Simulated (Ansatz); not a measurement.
I need a short molecular-dynamics run of TiHg, space group P4/mmm. Use Ansatz 0.2.0, Python API. Level of theory: r2SCAN, PAW, cutoff 550 eV, 2×2×2 k-points, Fermi-Dirac smearing of 0.1 eV.

```xyz
2
Lattice="3.0090 0.0000 0.0000 0.0000 3.0090 0.0000 0.0000 0.0000 4.0410" Properties=species:S:1:pos:R:3 pbc="T T T"
Ti    1.5045    1.5045    2.0205
Hg    0.0000    0.0000    0.0000
```

`md_tihg.py`
```python
from dataclasses import dataclass

import ansatz as az
import numpy as np


@dataclass(frozen=True)
class RunConfig:
    xc: str = "r2scan"
    cutoff: int = 550
    kmesh: tuple[int, ...] = (2, 2, 2)
    max_iterations: int = 70
    n_steps: int = 15
    temperature_k: int = 300


cfg = RunConfig()

lattice = az.Lattice.of(
    (3.009, 0.0, 0.0),
    (0.0, 3.009, 0.0),
    (0.0, 0.0, 4.041),
)
sites = [
    ("Ti", (0.5, 0.5, 0.5)),
    ("Hg", (0.0, 0.0, 0.0)),
]
crystal = az.Crystal(lattice=lattice)
for symbol, position in sites:
    crystal = crystal.atom(symbol, position)

base = (
    crystal.supercell(2, 2, 1).calculation()
    .functional(cfg.xc)
    .basis(cfg.cutoff)
    .kpoints(*cfg.kmesh)
    .occupations(az.OccupationsMethod.FERMI_DIRAC)
    .scf(max_iterations=cfg.max_iterations)
    .md(az.Ensemble.NVE, timestep=1.0, steps=cfg.n_steps, temperature=cfg.temperature_k, initial_velocities="maxwell_boltzmann", seed=276)
)
steps = []


def follow(event):
    if event["event"] != "md_step":
        return
    row = event["data"]
    steps.append(row)
    print(f"t = {row['time_fs']:6.1f} fs  E_pot = {row['lagrangian_ev']:.4f} eV  E_kin = {row['e_kin_ev']:.4f} eV  T = {row['temperature_k']:7.1f} K")


done = base.session().plan(threads=1).execute(on_event=follow)
data = done.report

temperature = np.array([s["temperature_k"] for s in steps])
print(f"mean temperature of the second half {temperature[len(steps) // 2 :].mean():.1f} K")

print("last positions (A) and velocities (A/fs)")
for site, xyz, vel in zip(done.lattice.sites, steps[-1]["positions_ang"], steps[-1]["velocities_ang_fs"]):
    print(f"{site.symbol:2s}", " ".join(f"{v:8.4f}" for v in xyz), " ", " ".join(f"{v:9.5f}" for v in vel))

kept = np.array([s["conserved_ev"] for s in steps], float)
print(f"conserved quantity (thermostat and barostat terms included) drifts by {1000 * (kept[-1] - kept[0]) / len(done.lattice.sites):+.3f} meV/atom")
```

Running `python md_tihg.py` prints:
```text
DeckWarning: md: disabling space-group detection — thermal motion breaks the input geometry's symmetry, so no spatial operation reduces the k-mesh or symmetrises the density; time reversal is kept, so that k and −k are solved as one point where they differ and the mesh holds both, and exact exchange and, on two spinor components, a DFT+U term hold to it where the run has them: on two components no moment then forms, and a state that bears one, which a typed moment (crystal.atoms[].spin; refused [...]
t =    0.0 fs  E_pot = -65329.1345 eV  E_kin = 0.2714 eV  T =   300.0 K
t =    1.0 fs  E_pot = -65329.1344 eV  E_kin = 0.2713 eV  T =   299.9 K
t =    2.0 fs  E_pot = -65329.1340 eV  E_kin = 0.2709 eV  T =   299.4 K
t =    3.0 fs  E_pot = -65329.1334 eV  E_kin = 0.2703 eV  T =   298.7 K
t =    4.0 fs  E_pot = -65329.1325 eV  E_kin = 0.2694 eV  T =   297.7 K
t =    5.0 fs  E_pot = -65329.1313 eV  E_kin = 0.2682 eV  T =   296.5 K
t =    6.0 fs  E_pot = -65329.1299 eV  E_kin = 0.2668 eV  T =   294.9 K
t =    7.0 fs  E_pot = -65329.1283 eV  E_kin = 0.2652 eV  T =   293.1 K
t =    8.0 fs  E_pot = -65329.1264 eV  E_kin = 0.2633 eV  T =   291.0 K
t =    9.0 fs  E_pot = -65329.1243 eV  E_kin = 0.2612 eV  T =   288.7 K
t =   10.0 fs  E_pot = -65329.1219 eV  E_kin = 0.2588 eV  T =   286.0 K
t =   11.0 fs  E_pot = -65329.1193 eV  E_kin = 0.2562 eV  T =   283.2 K
t =   12.0 fs  E_pot = -65329.1165 eV  E_kin = 0.2534 eV  T =   280.1 K
t =   13.0 fs  E_pot = -65329.1135 eV  E_kin = 0.2504 eV  T =   276.7 K
t =   14.0 fs  E_pot = -65329.1103 eV  E_kin = 0.2472 eV  T =   273.2 K
t =   15.0 fs  E_pot = -65329.1068 eV  E_kin = 0.2437 eV  T =   269.4 K
mean temperature of the second half 281.0 K
last positions (A) and velocities (A/fs)
Ti   1.5118   1.5193   2.0448     0.00039   0.00090   0.00154
Hg  -0.0071   0.0139  -0.0115    -0.00045   0.00089  -0.00077
Ti   1.5294   4.4852   1.9953     0.00159  -0.00173  -0.00161
Hg   0.0065   3.0117   0.0328     0.00043   0.00017   0.00216
Ti   4.5253   1.4539   2.0157     0.00078  -0.00315  -0.00039
Hg   3.0022   0.0100   0.0099    -0.00043   0.00063   0.00066
Ti   4.5845   4.4946   2.0170     0.00448  -0.00125  -0.00009
Hg   2.9890   3.0023  -0.0290    -0.00128  -0.00045  -0.00192
conserved quantity (thermostat and barostat terms included) drifts by +0.001 meV/atom
```
(Warnings from the package without file and line, shortened.)

Caveats:
- Total energies depend on the potentials; only differences at equal settings carry meaning.
- For a metal this mesh is far too coarse, so the numbers only illustrate the procedure.
- Spin-orbit coupling, which matters for elements this heavy, is left out.
- The starting cell is as deposited in a crystallographic database; the results hold for this polymorph, which needn't be the stable one.
- A small cell, a coarse mesh and a very short run: it shows the set-up and gives no equilibrium averages.
- It ran for 3.8 min on 1 thread of Arm Neoverse V2 (shared host), peak memory 0.92 GiB.
